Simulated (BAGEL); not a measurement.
# CuAsH4 (Cu(AsH3)H): RI-MP2/cc-pVDZ (density fitting with qzvpp-jkfit)

What is the energy change on altering one bond length of CuAsH4 (Cu(AsH3)H) at RI-MP2/cc-pVDZ (density fitting with qzvpp-jkfit)? 

The results are computed with BAGEL 1.2.2.

8 further runs of the same task are left out: 8 that didn't finish.

## (1) Starting point

CuAsH4: 6 atoms, total charge 0, spin state singlet. As SMILES, `[H][Cu]<-[AsH3]`. Geometry: a GFN2-xTB relaxation, a rough one for these elements and not checked as a minimum.

Bond lengths: Cu1–As2 2.393 Å, As2–H3 1.484 Å, As2–H4 1.485 Å, As2–H5 1.483 Å, Cu1–H6 1.461 Å. Angles: Cu1–As2–H3 124.0°, Cu1–As2–H4 124.5°, Cu1–As2–H5 122.5°, As2–Cu1–H6 179.8°, H3–As2–H4 92.3°, H3–As2–H5 92.3°, H4–As2–H5 92.1°.

## (2) A single-point energy at RI-MP2/cc-pVDZ (density fitting with qzvpp-jkfit)

input.json

```json
{ "bagel" : [

{
  "title" : "molecule",
  "basis" : "cc-pvdz.json",
  "df_basis" : "qzvpp-jkfit",
  "angstrom" : "true",
  "geometry" : [
    { "atom" : "Cu", "xyz" : [       0.000720,       0.011210,      -1.762850 ] },
    { "atom" : "As", "xyz" : [      -0.007810,      -0.015110,       0.629670 ] },
    { "atom" : "H", "xyz" : [       0.775190,      -0.970950,       1.450720 ] },
    { "atom" : "H", "xyz" : [      -1.221000,      -0.199010,       1.465190 ] },
    { "atom" : "H", "xyz" : [       0.442060,       1.142740,       1.440560 ] },
    { "atom" : "H", "xyz" : [       0.010840,       0.031110,      -3.223300 ] }
  ]
},

{ "title" : "hf" },

{ "title" : "mp2", "ncore" : 14 }

]}
```

The basis set cc-pVDZ is read from a file made from the Basis Set Exchange's data (not shown).

Command:

```
BAGEL_NUM_THREADS=1 BAGEL input.json > input.out
```

Standard output:

```text
* using 1 threads per process

  ===============================================================
  ===============================================================

  *** Geometry ***

  { "atom" : "Cu", "xyz" : [      0.001361,      0.021184,     -3.331304 ] },
  { "atom" : "As", "xyz" : [     -0.014759,     -0.028554,      1.189904 ] },
  { "atom" : "H", "xyz" : [      1.464897,     -1.834830,      2.741463 ] },
  { "atom" : "H", "xyz" : [     -2.307356,     -0.376074,      2.768808 ] },
  { "atom" : "H", "xyz" : [      0.835372,      2.159466,      2.722264 ] },
  { "atom" : "H", "xyz" : [      0.020485,      0.058789,     -6.091154 ] },

  Number of auxiliary basis functions:      602

  Since a DF basis is specified, we compute 2- and 3-index integrals:
    o Being stored without compression. Storage requirement is 0.039 GB

  Number of basis functions:       90
  Number of electrons      :       66

    * METHOD: MOLECULE                             0.48

  *** RHF ***

  === Nuclear Repulsion ===
   276.4382092195

      * DIIS with orbital gradients will be used.

  === RHF iteration (cc-pvdz.json) ===
      0      -3874.70130284          0.04431175           0.17
      1      -3848.58822555          0.19527649           0.16
      2      -3875.32240712          0.01411931           0.16
      3      -3875.40347579          0.00765760           0.16
      4      -3875.42127264          0.00185635           0.16
      5      -3875.42246777          0.00016254           0.16
      6      -3875.42249741          0.00006407           0.16
      7      -3875.42250280          0.00002146           0.16
      8      -3875.42250371          0.00000852           0.16
      9      -3875.42250389          0.00000203           0.16
     10      -3875.42250390          0.00000057           0.16
     11      -3875.42250390          0.00000023           0.16
     12      -3875.42250390          0.00000009           0.16
     13      -3875.42250390          0.00000004           0.16
     14      -3875.42250390          0.00000001           0.16
     15      -3875.42250390          0.00000000           0.17
    * SCF iteration converged.

    * Permanent dipole moment:
           (    0.013310,     0.032074,    -2.539089) a.u.

    * METHOD: HF                                   3.01

  *** RHF ***

  === Nuclear Repulsion ===
   276.4382092195

      * DIIS with orbital gradients will be used.

  === RHF iteration (cc-pvdz.json) ===
      0      -3875.42250390          0.00000000           0.16
    * SCF iteration converged.

    * Permanent dipole moment:
           (    0.013310,     0.032074,    -2.539089) a.u.

  === DF-MP2 calculation ===

    * freezing 14 orbitals
    * 3-index integral transformation done
    * assembly done

      MP2 correlation energy:   -0.8743174285      0.10

      MP2 total energy:       -3876.2968213245

    * METHOD: MP2                                  0.44

  ===============================================================
```

Run time: 4.2 s. Hardware: 1 thread of Arm Neoverse V2, shared host; peak memory 0.16 GiB.

## (3) The distorted shape, same level

mp2.json

```json
{ "bagel" : [

{
  "title" : "molecule",
  "basis" : "cc-pvdz.json",
  "df_basis" : "qzvpp-jkfit",
  "angstrom" : "true",
  "geometry" : [
    { "atom" : "Cu", "xyz" : [       0.182718,       0.038798,      -1.888192 ] },
    { "atom" : "As", "xyz" : [       0.174188,       0.012478,       0.504328 ] },
    { "atom" : "H", "xyz" : [       0.957188,      -0.943362,       1.325378 ] },
    { "atom" : "H", "xyz" : [      -1.221000,      -0.199010,       1.465190 ] },
    { "atom" : "H", "xyz" : [       0.624058,       1.170328,       1.315218 ] },
    { "atom" : "H", "xyz" : [       0.192838,       0.058698,      -3.348642 ] }
  ]
},

{ "title" : "hf" },

{ "title" : "mp2", "ncore" : 14 }

]}
```

The basis set cc-pVDZ is read from a file made from the Basis Set Exchange's data (not shown).

Command:

```
BAGEL_NUM_THREADS=1 BAGEL mp2.json > mp2.out
```

Standard output:

```text
* using 1 threads per process

  ===============================================================
  ===============================================================

  *** Geometry ***

  { "atom" : "Cu", "xyz" : [      0.345287,      0.073318,     -3.568166 ] },
  { "atom" : "As", "xyz" : [      0.329168,      0.023580,      0.953042 ] },
  { "atom" : "H", "xyz" : [      1.808823,     -1.782696,      2.504601 ] },
  { "atom" : "H", "xyz" : [     -2.307356,     -0.376074,      2.768808 ] },
  { "atom" : "H", "xyz" : [      1.179299,      2.211599,      2.485402 ] },
  { "atom" : "H", "xyz" : [      0.364411,      0.110923,     -6.328016 ] },

  Number of auxiliary basis functions:      602

  Since a DF basis is specified, we compute 2- and 3-index integrals:
    o Being stored without compression. Storage requirement is 0.039 GB

  Number of basis functions:       90
  Number of electrons      :       66

    * METHOD: MOLECULE                             0.49

  *** RHF ***

  === Nuclear Repulsion ===
   274.6388002346

      * DIIS with orbital gradients will be used.

  === RHF iteration (cc-pvdz.json) ===
      0      -3874.68895790          0.04433674           0.16
      1      -3847.73686468          0.19331361           0.16
      2      -3875.29748103          0.01522323           0.16
      3      -3875.38774072          0.00845103           0.16
      4      -3875.40944508          0.00205185           0.16
      5      -3875.41089955          0.00016939           0.16
      6      -3875.41093270          0.00007064           0.16
      7      -3875.41093933          0.00002310           0.17
      8      -3875.41094037          0.00000888           0.17
      9      -3875.41094056          0.00000227           0.16
     10      -3875.41094057          0.00000074           0.17
     11      -3875.41094057          0.00000034           0.17
     12      -3875.41094057          0.00000013           0.17
     13      -3875.41094057          0.00000005           0.16
     14      -3875.41094057          0.00000002           0.16
     15      -3875.41094057          0.00000001           0.16
    * SCF iteration converged.

    * Permanent dipole moment:
           (   -0.074101,     0.018193,    -2.474562) a.u.

    * METHOD: HF                                   3.04

  *** RHF ***

  === Nuclear Repulsion ===
   274.6388002346

      * DIIS with orbital gradients will be used.

  === RHF iteration (cc-pvdz.json) ===
      0      -3875.41094057          0.00000000           0.16
    * SCF iteration converged.

    * Permanent dipole moment:
           (   -0.074101,     0.018193,    -2.474562) a.u.

  === DF-MP2 calculation ===

    * freezing 14 orbitals
    * 3-index integral transformation done
    * assembly done

      MP2 correlation energy:   -0.8748047601      0.10

      MP2 total energy:       -3876.2857453298

    * METHOD: MP2                                  0.44

  ===============================================================
```

Wall time 4.2 s (1 thread of Arm Neoverse V2, shared host); peak memory 0.16 GiB.

## (4) Results

At RI-MP2/cc-pVDZ (density fitting with qzvpp-jkfit), 14 core orbitals frozen:

| quantity | value |
| --- | --- |
| first shape: total energy | -3876.29682 Eh |
| first shape: correlation energy (14 core orbitals frozen) | -874.3 mEh |
| distorted shape: total energy | -3876.28575 Eh |
| distorted shape: correlation energy (14 core orbitals frozen) | -874.8 mEh |
| energy change with the As2–H4 bond stretched from 1.485 to 1.707 Å | 0.301 eV |

What this shows: With the As2–H4 bond stretched from 1.485 to 1.707 Å the energy rises by 0.30 eV (7.0 kcal/mol). The first shape isn't relaxed at this level, so the change isn't measured from a minimum.
